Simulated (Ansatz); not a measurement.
# Si: a strain scan

Aim: for Si, strain the cell along the Voigt pattern (0, 0, 1, 0, 0, 0).

Program: Ansatz 0.2.0. Level of theory: DFT r2SCAN, scalar-relativistic, plane waves, PAW. These are calculated values, not measurements.

**1. The starting structure**

It takes space group P6/mmm (No. 191, hexagonal). Conventional cell: a = 2.621 Å, b = 2.621 Å, c = 2.466 Å, α = 90.00°, β = 90.00°, γ = 120.00°. Si (site symmetry 6/mmm) is surrounded by 8 Si at 2.47 to 2.62 Å.

Coordinates:

```cif
data_structure
_symmetry_space_group_name_H-M 'P 1'
_symmetry_Int_Tables_number 1
_cell_length_a 2.6205
_cell_length_b 2.6205
_cell_length_c 2.4664
_cell_angle_alpha 90.000
_cell_angle_beta 90.000
_cell_angle_gamma 120.000
_cell_volume 14.67
loop_
_atom_site_label
_atom_site_type_symbol
_atom_site_fract_x
_atom_site_fract_y
_atom_site_fract_z
_atom_site_occupancy
Si1 Si 0.00000 0.00000 0.00000 1
```

It goes back to an entry of the Materials Project, which need not be the stable form.

No relaxation comes first: the listed cell is the starting point.

**2. The reference cell**

Reference values: F = -638.6284 eV; pressure 2.03 GPa; largest force 0.000 eV/Å; gap on the mesh none (metal). It was computed beforehand with the settings of the runs below.

**3. Setting up a strain scan**

The cell is strained by ε times the Voigt pattern (0, 0, 1, 0, 0, 0) (xx, yy, zz, yz, xz, xy; engineering shear), with fractional coordinates fixed (clamped ions). The stress on the pattern is the sum of the stress components weighted by it, tension positive.

**4. Point ε = -0.1500**

input.yaml reads:

```yaml
crystal:
  lattice:
    - [2.6205428149, 0.0, 0.0]
    - [-1.3102714075, 2.2694566494, 0.0]
    - [0.0, 0.0, 2.0964012315]
  atoms:
    - { symbol: Si, position: [0.0, 0.0, 0.0] }
basis:
  ecutwfc: 500
kpoints:
  mp_grid: { grid: [24, 24, 20] }
hamiltonian:
  xc: r2scan
scf:
  occupations: { method: gaussian, width: 0.15 }
output:
  forces: true
  stress: true
  eigenvalues: true
```

Launch:

```
ansatz run input.yaml --threads 1 --pin off --max-ram 2560MiB --backend cpu --events-out ev --progress --plain --runs-dir out
```

The log of the run, cut to the lines that bear on the results:

```text
Warning: RAYON_NUM_THREADS=1 ignored (pool sized by the plan → 1); use --threads N
[...]
Pseudopotentials: kind: paw
Pseudopotential: Si, paw, valence charge 4, recommended cutoff 500 eV (meta_gga), Si.paw.azcp
Functional definition: r2SCAN
[...]
Crystal: 1 atoms, lattice volume = 12.468 Å³
Basis set: ecut = 500 eV, 295 PW (Γ), exchange–correlation on 80×80×64 points (64 copies of the dense FFT grid, shifted against one another)
Bands: 6, of which v1, the nominal top of the filled ones, is band 2 counted from 1 (1 counted from 0)
Symmetry: 24 space group operations
Space group: P6/mmm (ITA 191), of the structure as read, at distance tolerance 2.3e-5 Å
k-points: 671 of 11520
[...]
SCF iter   1: F=—  HF=-638.009161 eV  |F-HF|=—  |Δ(HF+E_count)|=         —  Δρ=6.56e-3  dr2=2.83e-3  dr2_τ=1.41e-2  ethr=1.77e-3  ⟨swp⟩=5.3  Hψ=39364  notcnv=0
[...]
SCF iter   6: F=-638.032424 eV  HF=-638.032424 eV  |F-HF|=5.90e-9  |Δ(HF+E_count)|=   1.20e-7  Δρ=5.87e-6  dr2=2.21e-9  dr2_τ=6.39e-11  ethr=1.44e-9  ⟨swp⟩=2.6  Hψ=14043  notcnv=0
[...]
SCF converged after 6 iterations
Free energy (F): -638.032424 eV
[...]
E sigma→0 (E₀):  -638.030827 eV
Entropy (-TS):   -0.003195 eV (-3.195 meV/atom)
Fermi energy:    12.494622 eV
[...]
--- Forces (eV/Å), atoms counted from 1 ---
  atom   1  Si     0.00000000     0.00000000     0.00000000
[...]
--- Stress (GPa, compression-positive) ---
       10.479500       0.000000      -0.000000
        0.000000      10.479500       0.000000
       -0.000000       0.000000     114.329033
  P = ⅓ Tr σ = 45.0960 GPa (450.960 kbar)
--- Band table (eV; the first three rows and the last of 671) ---
  k-point 0: bands = ["-3.9657", "21.3126", "21.9447", "21.9447", "24.2143", "24.2143"]
[...]
```

Wall time 7.2 s (1 thread of Intel Xeon Platinum 8259CL at 2.50GHz (Skylake/Cascade Lake), shared host); peak memory 0.43 GiB.

**5. At ε = 0.1125**

Edit input.yaml of step 4 so:

```diff
@@ -4,3 +4,3 @@
     - [-1.3102714075, 2.2694566494, 0.0]
-    - [0.0, 0.0, 2.0964012315]
+    - [0.0, 0.0, 2.7438192589]
   atoms:
```

Launch:

```
ansatz run input.yaml --threads 1 --pin off --max-ram 2560MiB --backend cpu --events-out ev --progress --plain --runs-dir out
```

The log of the run, cut to the lines that bear on the results:

```text
Warning: RAYON_NUM_THREADS=1 ignored (pool sized by the plan → 1); use --threads N
[...]
[... 3 set-up lines as earlier in the session ...]
[...]
Crystal: 1 atoms, lattice volume = 16.318 Å³
Basis set: ecut = 500 eV, 407 PW (Γ), exchange–correlation on 80×80×96 points (64 copies of the dense FFT grid, shifted against one another)
Bands: 6, of which v1, the nominal top of the filled ones, is band 2 counted from 1 (1 counted from 0)
[... 1 set-up line as earlier in the session ...]
Space group: P6/mmm (ITA 191), of the structure as read, at distance tolerance 2.5e-5 Å
k-points: 671 of 11520
[...]
SCF iter   1: F=—  HF=-638.500151 eV  |F-HF|=—  |Δ(HF+E_count)|=         —  Δρ=4.33e-3  dr2=2.66e-3  dr2_τ=3.20e-3  ethr=1.77e-3  ⟨swp⟩=5.0  Hψ=38158  notcnv=0
[...]
SCF iter   6: F=-638.516579 eV  HF=-638.516579 eV  |F-HF|=7.50e-12  |Δ(HF+E_count)|=   2.44e-8  Δρ=6.20e-7  dr2=6.70e-11  dr2_τ=1.05e-12  ethr=3.36e-10  ⟨swp⟩=2.5  Hψ=13689  notcnv=0
[...]
SCF converged after 6 iterations
Free energy (F): -638.516579 eV
[...]
E sigma→0 (E₀):  -638.514428 eV
Entropy (-TS):   -0.004302 eV (-4.302 meV/atom)
Fermi energy:    8.833858 eV
[...]
--- Forces (eV/Å), atoms counted from 1 ---
  atom   1  Si     0.00000000     0.00000000     0.00000000
[...]
--- Stress (GPa, compression-positive) ---
       -1.309611       0.000000       0.000000
        0.000000      -1.309611       0.000000
        0.000000       0.000000     -18.914559
  P = ⅓ Tr σ = -7.1779 GPa (-71.779 kbar)
--- Band table (eV; the first three rows and the last of 671) ---
  k-point 0: bands = ["-5.1997", "13.5797", "15.3918", "20.7869", "20.7869", "22.4773"]
[...]
```

Run time: 8.6 s. Hardware: 1 thread of Intel Xeon Platinum 8259CL at 2.50GHz (Skylake/Cascade Lake), shared host; peak memory 0.48 GiB.

**6. At ε = -0.0750**

Edit input.yaml of step 5 so:

```diff
@@ -4,3 +4,3 @@
     - [-1.3102714075, 2.2694566494, 0.0]
-    - [0.0, 0.0, 2.7438192589]
+    - [0.0, 0.0, 2.2813778108]
   atoms:
```

Launch:

```
ansatz run input.yaml --threads 1 --pin off --max-ram 2560MiB --backend cpu --events-out ev --progress --plain --runs-dir out
```

The log of the run, cut to the lines that bear on the results:

```text
Warning: RAYON_NUM_THREADS=1 ignored (pool sized by the plan → 1); use --threads N
[...]
[... 3 set-up lines as earlier in the session ...]
[...]
Crystal: 1 atoms, lattice volume = 13.568 Å³
Basis set: ecut = 500 eV, 369 PW (Γ), exchange–correlation on 80×80×72 points (64 copies of the dense FFT grid, shifted against one another)
Bands: 6, of which v1, the nominal top of the filled ones, is band 2 counted from 1 (1 counted from 0)
[... 1 set-up line as earlier in the session ...]
Space group: P6/mmm (ITA 191), of the structure as read, at distance tolerance 2.4e-5 Å
k-points: 671 of 11520
[...]
SCF iter   1: F=—  HF=-638.487165 eV  |F-HF|=—  |Δ(HF+E_count)|=         —  Δρ=5.51e-3  dr2=2.62e-3  dr2_τ=8.42e-3  ethr=1.77e-3  ⟨swp⟩=5.1  Hψ=38528  notcnv=0
[...]
SCF iter   6: F=-638.514220 eV  HF=-638.514220 eV  |F-HF|=8.81e-10  |Δ(HF+E_count)|=   2.48e-8  Δρ=2.19e-6  dr2=3.39e-10  dr2_τ=8.01e-12  ethr=3.64e-10  ⟨swp⟩=2.5  Hψ=13959  notcnv=0
[...]
SCF converged after 6 iterations
Free energy (F): -638.514220 eV
[...]
E sigma→0 (E₀):  -638.512612 eV
Entropy (-TS):   -0.003216 eV (-3.216 meV/atom)
Fermi energy:    11.405132 eV
[...]
--- Forces (eV/Å), atoms counted from 1 ---
  atom   1  Si     0.00000000    -0.00000000     0.00000000
[...]
--- Stress (GPa, compression-positive) ---
        7.255696       0.000000       0.000000
        0.000000       7.255696       0.000000
        0.000000       0.000000      34.839311
  P = ⅓ Tr σ = 16.4502 GPa (164.502 kbar)
--- Band table (eV; the first three rows and the last of 671) ---
  k-point 0: bands = ["-4.3097", "19.8556", "21.6720", "21.6720", "23.2913", "23.7482"]
[...]
```

Run time: 8.3 s. Hardware: 1 thread of Intel Xeon Platinum 8259CL at 2.50GHz (Skylake/Cascade Lake), shared host; peak memory 0.45 GiB.

**7. ε = 0.0375**

Edit input.yaml of step 6 so:

```diff
@@ -4,3 +4,3 @@
     - [-1.3102714075, 2.2694566494, 0.0]
-    - [0.0, 0.0, 2.2813778108]
+    - [0.0, 0.0, 2.5588426796]
   atoms:
```

Launch:

```
ansatz run input.yaml --threads 1 --pin off --max-ram 2560MiB --backend cpu --events-out ev --progress --plain --runs-dir out
```

The log of the run, cut to the lines that bear on the results:

```text
[...]
SCF converged after 6 iterations
Free energy (F): -638.616218 eV
[...]
E sigma→0 (E₀):  -638.614228 eV
Entropy (-TS):   -0.003980 eV (-3.980 meV/atom)
Fermi energy:    9.776187 eV
[...]
--- Forces (eV/Å), atoms counted from 1 ---
  atom   1  Si     0.00000000     0.00000000     0.00000000
[...]
--- Stress (GPa, compression-positive) ---
        0.981318       0.000000      -0.000000
        0.000000       0.981318       0.000000
       -0.000000       0.000000      -8.610037
  P = ⅓ Tr σ = -2.2158 GPa (-22.158 kbar)
--- Band table (eV; the first three rows and the last of 671) ---
  k-point 0: bands = ["-4.8285", "16.7954", "17.2116", "21.1767", "21.1767", "23.0029"]
[...]
```

Wall time 9.1 s (1 thread of Intel Xeon Platinum 8259CL at 2.50GHz (Skylake/Cascade Lake), shared host); peak memory 0.43 GiB.

**8. ε = 0.1500**

Edit input.yaml of step 7 so:

```diff
@@ -4,3 +4,3 @@
     - [-1.3102714075, 2.2694566494, 0.0]
-    - [0.0, 0.0, 2.5588426796]
+    - [0.0, 0.0, 2.8363075485]
   atoms:
```

Launch:

```
ansatz run input.yaml --threads 1 --pin off --max-ram 2560MiB --backend cpu --events-out ev --progress --plain --runs-dir out
```

The log of the run, cut to the lines that bear on the results:

```text
[...]
SCF converged after 6 iterations
Free energy (F): -638.447422 eV
[...]
E sigma→0 (E₀):  -638.444799 eV
Entropy (-TS):   -0.005246 eV (-5.246 meV/atom)
Fermi energy:    8.437530 eV
[...]
--- Forces (eV/Å), atoms counted from 1 ---
  atom   1  Si    -0.00000000     0.00000000     0.00000000
[...]
--- Stress (GPa, compression-positive) ---
       -2.058538       0.000000       0.000000
        0.000000      -2.058538       0.000000
        0.000000       0.000000     -20.938556
  P = ⅓ Tr σ = -8.3519 GPa (-83.519 kbar)
--- Band table (eV; the first three rows and the last of 671) ---
  k-point 0: bands = ["-5.3908", "12.2200", "14.5234", "20.5783", "20.5783", "22.2142"]
[...]
```

It took 10 s on 1 thread of Intel Xeon Platinum 8259CL at 2.50GHz (Skylake/Cascade Lake), shared host; peak memory 0.48 GiB.

**9. ε = -0.1125**

Edit input.yaml of step 8 so:

```diff
@@ -4,3 +4,3 @@
     - [-1.3102714075, 2.2694566494, 0.0]
-    - [0.0, 0.0, 2.8363075485]
+    - [0.0, 0.0, 2.1888895211]
   atoms:
```

Launch:

```
ansatz run input.yaml --threads 1 --pin off --max-ram 2560MiB --backend cpu --events-out ev --progress --plain --runs-dir out
```

The log of the run, cut to the lines that bear on the results:

```text
Warning: RAYON_NUM_THREADS=1 ignored (pool sized by the plan → 1); use --threads N
[...]
[... 3 set-up lines as earlier in the session ...]
[...]
Crystal: 1 atoms, lattice volume = 13.018 Å³
Basis set: ecut = 500 eV, 331 PW (Γ), exchange–correlation on 80×80×64 points (64 copies of the dense FFT grid, shifted against one another)
Bands: 6, of which v1, the nominal top of the filled ones, is band 2 counted from 1 (1 counted from 0)
[... 2 set-up lines as earlier in the session ...]
k-points: 671 of 11520
[...]
SCF iter   1: F=—  HF=-638.316554 eV  |F-HF|=—  |Δ(HF+E_count)|=         —  Δρ=6.50e-3  dr2=3.26e-3  dr2_τ=1.09e-2  ethr=1.77e-3  ⟨swp⟩=5.2  Hψ=38836  notcnv=0
[...]
SCF iter   6: F=-638.343004 eV  HF=-638.343004 eV  |F-HF|=1.70e-9  |Δ(HF+E_count)|=   4.25e-8  Δρ=3.42e-6  dr2=7.41e-10  dr2_τ=2.21e-11  ethr=5.92e-10  ⟨swp⟩=2.6  Hψ=14142  notcnv=0
[...]
SCF converged after 6 iterations
Free energy (F): -638.343004 eV
[...]
E sigma→0 (E₀):  -638.341620 eV
Entropy (-TS):   -0.002768 eV (-2.768 meV/atom)
Fermi energy:    11.929893 eV
[...]
--- Forces (eV/Å), atoms counted from 1 ---
  atom   1  Si     0.00000000     0.00000000     0.00000000
[...]
--- Stress (GPa, compression-positive) ---
        7.938023       0.000000       0.000000
       -0.000000       7.938023       0.000000
        0.000000       0.000000      68.240287
  P = ⅓ Tr σ = 28.0388 GPa (280.388 kbar)
--- Band table (eV; the first three rows and the last of 671) ---
  k-point 0: bands = ["-4.1381", "20.6270", "21.8162", "21.8162", "23.9827", "23.9827"]
[...]
```

Wall time 7.5 s (1 thread of Intel Xeon Platinum 8259CL at 2.50GHz (Skylake/Cascade Lake), shared host); peak memory 0.44 GiB.

**10. Point ε = 0.0750**

Edit input.yaml of step 9 so:

```diff
@@ -4,3 +4,3 @@
     - [-1.3102714075, 2.2694566494, 0.0]
-    - [0.0, 0.0, 2.1888895211]
+    - [0.0, 0.0, 2.6513309692]
   atoms:
```

Launch:

```
ansatz run input.yaml --threads 1 --pin off --max-ram 2560MiB --backend cpu --events-out ev --progress --plain --runs-dir out
```

The log of the run, cut to the lines that bear on the results:

```text
Warning: RAYON_NUM_THREADS=1 ignored (pool sized by the plan → 1); use --threads N
[...]
[... 3 set-up lines as earlier in the session ...]
[...]
Crystal: 1 atoms, lattice volume = 15.768 Å³
Basis set: ecut = 500 eV, 405 PW (Γ), exchange–correlation on 80×80×80 points (64 copies of the dense FFT grid, shifted against one another)
Bands: 6, of which v1, the nominal top of the filled ones, is band 2 counted from 1 (1 counted from 0)
[... 2 set-up lines as earlier in the session ...]
k-points: 671 of 11520
[...]
SCF iter   1: F=—  HF=-638.554997 eV  |F-HF|=—  |Δ(HF+E_count)|=         —  Δρ=4.31e-3  dr2=2.31e-3  dr2_τ=3.75e-3  ethr=1.77e-3  ⟨swp⟩=5.1  Hψ=38104  notcnv=0
[...]
SCF iter   6: F=-638.574975 eV  HF=-638.574975 eV  |F-HF|=1.05e-9  |Δ(HF+E_count)|=   8.69e-8  Δρ=2.68e-6  dr2=9.64e-10  dr2_τ=1.45e-11  ethr=1.42e-9  ⟨swp⟩=2.5  Hψ=13790  notcnv=0
the search or the solves at the SCF's close seem to have found levels that the self-consistency loop had missed (the run counts 1). By its estimate they hold under 1e-12 electrons; where the run keeps them, the occupations were computed again with them
[...]
SCF converged after 6 iterations
Free energy (F): -638.574975 eV
[...]
E sigma→0 (E₀):  -638.572825 eV
Entropy (-TS):   -0.004299 eV (-4.299 meV/atom)
Fermi energy:    9.278790 eV
[...]
--- Forces (eV/Å), atoms counted from 1 ---
  atom   1  Si     0.00000000     0.00000000     0.00000000
[...]
--- Stress (GPa, compression-positive) ---
       -0.399656       0.000000       0.000000
        0.000000      -0.399656       0.000000
        0.000000       0.000000     -14.856948
  P = ⅓ Tr σ = -5.2188 GPa (-52.188 kbar)
--- Band table (eV; the first three rows and the last of 671) ---
  k-point 0: bands = ["-5.0119", "15.0969", "16.2930", "20.9872", "20.9872", "22.7414"]
[...]
```

It took 13 s on 1 thread of Intel Xeon Platinum 8259CL at 2.50GHz (Skylake/Cascade Lake), shared host; peak memory 0.47 GiB.

**11. At ε = -0.0375**

Edit input.yaml of step 10 so:

```diff
@@ -4,3 +4,3 @@
     - [-1.3102714075, 2.2694566494, 0.0]
-    - [0.0, 0.0, 2.6513309692]
+    - [0.0, 0.0, 2.3738661004]
   atoms:
```

Launch:

```
ansatz run input.yaml --threads 1 --pin off --max-ram 2560MiB --backend cpu --events-out ev --progress --plain --runs-dir out
```

The log of the run, cut to the lines that bear on the results:

```text
[...]
SCF converged after 6 iterations
Free energy (F): -638.598943 eV
[...]
E sigma→0 (E₀):  -638.597004 eV
Entropy (-TS):   -0.003878 eV (-3.878 meV/atom)
Fermi energy:    10.832187 eV
[...]
--- Forces (eV/Å), atoms counted from 1 ---
  atom   1  Si     0.00000000     0.00000000     0.00000000
[...]
--- Stress (GPa, compression-positive) ---
        4.247011       0.000000       0.000000
        0.000000       4.247011       0.000000
        0.000000       0.000000      15.813782
  P = ⅓ Tr σ = 8.1026 GPa (81.026 kbar)
--- Band table (eV; the first three rows and the last of 671) ---
  k-point 0: bands = ["-4.4787", "19.0160", "20.8546", "21.5185", "21.5185", "23.5074"]
[...]
```

It took 12 s on 1 thread of Intel Xeon Platinum 8259CL at 2.50GHz (Skylake/Cascade Lake), shared host; peak memory 0.46 GiB.

**12. Point ε = 0.1312**

Edit input.yaml of step 11 so:

```diff
@@ -4,3 +4,3 @@
     - [-1.3102714075, 2.2694566494, 0.0]
-    - [0.0, 0.0, 2.3738661004]
+    - [0.0, 0.0, 2.789940086]
   atoms:
```

Launch:

```
ansatz run input.yaml --threads 1 --pin off --max-ram 2560MiB --backend cpu --events-out ev --progress --plain --runs-dir out
```

The log of the run, cut to the lines that bear on the results:

```text
[...]
SCF converged after 6 iterations
Free energy (F): -638.482953 eV
[...]
E sigma→0 (E₀):  -638.480518 eV
Entropy (-TS):   -0.004870 eV (-4.870 meV/atom)
Fermi energy:    8.630825 eV
[...]
--- Forces (eV/Å), atoms counted from 1 ---
  atom   1  Si     0.00000000     0.00000000     0.00000000
[...]
--- Stress (GPa, compression-positive) ---
       -1.625417      -0.000000       0.000000
       -0.000000      -1.625417       0.000000
        0.000000       0.000000     -20.259018
  P = ⅓ Tr σ = -7.8366 GPa (-78.366 kbar)
--- Band table (eV; the first three rows and the last of 671) ---
  k-point 0: bands = ["-5.2947", "12.8834", "14.9538", "20.6837", "20.6837", "22.3458"]
[...]
```

Wall time 9.1 s (1 thread of Intel Xeon Platinum 8259CL at 2.50GHz (Skylake/Cascade Lake), shared host); peak memory 0.48 GiB.

**13. The scan collected**

All points in order; energies are free energies above the reference cell:

| ε | ΔE (meV/atom) | stress on the pattern (GPa) | pressure (GPa) |
| --- | --- | --- | --- |
| -0.1500 | 596.0 | -114.33 | 45.1 |
| -0.1125 | 285.4 | -68.24 | 28.0 |
| -0.0750 | 114.2 | -34.84 | 16.5 |
| -0.0375 | 29.4 | -15.81 | 8.1 |
| 0.0000 | 0.0 | -2.04 | 2.0 |
| 0.0375 | 12.2 | 8.61 | -2.2 |
| 0.0750 | 53.4 | 14.86 | -5.2 |
| 0.1125 | 111.8 | 18.91 | -7.2 |
| 0.1312 | 145.4 | 20.26 | -7.8 |
| 0.1500 | 181.0 | 20.94 | -8.4 |

**14. Results**

| quantity | value |
| --- | --- |
| slope of the stress at ε = 0, over ±0.0375 | 326 GPa |

The slope of the stress at zero strain, 326 GPa, estimates C33 with clamped ions in this Cartesian frame. The step is wide, so higher orders mix in. The reference stands under 2.0 GPa, so this is no zero-stress constant. The undisturbed cell stays the lowest of the sampled points. Compression costs more than tension: 596.0 against 181.0 meV/atom at the ends.
